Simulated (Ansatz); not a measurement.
Predict the output of the script below (the Python package of Ansatz (0.2.0)).

Script `scan.py`:
```python
"""Potential curve of B2H6N2 along one bond."""

import ansatz as az
import numpy as np

GEOMETRY = """
B     0.77330    1.14820    0.05660
B    -0.15610   -0.23170   -0.01140
N    -1.67390   -0.13130   -0.06940
N     0.50630   -1.60230   -0.01610
H     1.95070    1.06630    0.10150
H     0.25580    2.20990    0.06010
H    -1.98480    0.40350    0.77260
H    -1.91810    0.44150   -0.90840
H     1.15670   -1.63310   -0.83330
H     1.09000   -1.67100    0.84780
"""


def main() -> None:
    b2h6n2 = az.Crystal.molecule()
    for line in GEOMETRY.strip().splitlines():
        symbol, *xyz = line.split()
        b2h6n2 = b2h6n2.atom(symbol, [float(v) for v in xyz])

    symbols = [site.symbol for site in b2h6n2.cartesian_sites]
    start = np.array([site.position_ang for site in b2h6n2.cartesian_sites])
    axis = (start[8] - start[3]) / np.linalg.norm(start[8] - start[3])
    moving = [8]
    lengths, energies = [0.919, 0.961, 1.003, 1.045, 1.087, 1.128, 1.17, 1.233], []
    for length in lengths:
        xyz = start.copy()
        xyz[moving] += (length - np.linalg.norm(start[8] - start[3])) * axis
        point = az.Crystal.molecule()
        for symbol, place in zip(symbols, xyz):
            point = point.atom(symbol, place.tolist())
        calc = point.calculation().basis(gaussian="def2-SVP").functional("B3LYP")
        r = calc.run(threads=1).report
        energies.append(r["free_energy_ev"])
        print(f"r = {length:6.3f} A  E = {energies[-1]:.5f} eV  <S^2> = {abs(r['mean_field']['state']['spin_squared']):.3f}")

    # quartic fit about the minimum
    fit = np.polynomial.Polynomial.fit(lengths, np.array(energies) - min(energies), 4).convert()
    roots = [r.real for r in fit.deriv().roots() if abs(r.imag) < 1e-9 and fit.deriv(2)(r.real) > 0]
    r_e = min(roots, key=lambda r: abs(r - lengths[int(np.argmin(energies))]))
    print(f"minimum of the fit at {r_e:.4f} A, force constant {fit.deriv(2)(r_e):.2f} eV/A^2")


if __name__ == "__main__":
    main()
```

`python scan.py` gives:
```text
r =  0.919 A  E = -4425.67970 eV  <S^2> = 0.000
r =  0.961 A  E = -4425.88066 eV  <S^2> = 0.000
r =  1.003 A  E = -4425.96925 eV  <S^2> = 0.000
r =  1.045 A  E = -4425.97168 eV  <S^2> = 0.000
r =  1.087 A  E = -4425.90848 eV  <S^2> = 0.000
r =  1.128 A  E = -4425.79896 eV  <S^2> = 0.000
r =  1.170 A  E = -4425.65023 eV  <S^2> = 0.000
r =  1.233 A  E = -4425.37900 eV  <S^2> = 0.000
minimum of the fit at 1.0249 A, force constant 42.60 eV/A^2
```

Notes:
- Total energies depend on the basis set; only differences at equal settings carry meaning.
- The rest of the molecule is held rigid at a force-field or estimated start geometry, and the basis set is modest; single-reference methods fail as a bond breaks.
- b3lyp holds the VWN-RPA fit, as in Gaussian; the form of ORCA and Turbomole is b3lyp5.
- The orbitals are restricted, so S² is zero by construction.
- Wall time of the script: 17 s on 1 thread of Arm Neoverse V1 (shared host), peak memory 0.22 GiB.

(Lines on the test bed's own set-up are left out of the output.)
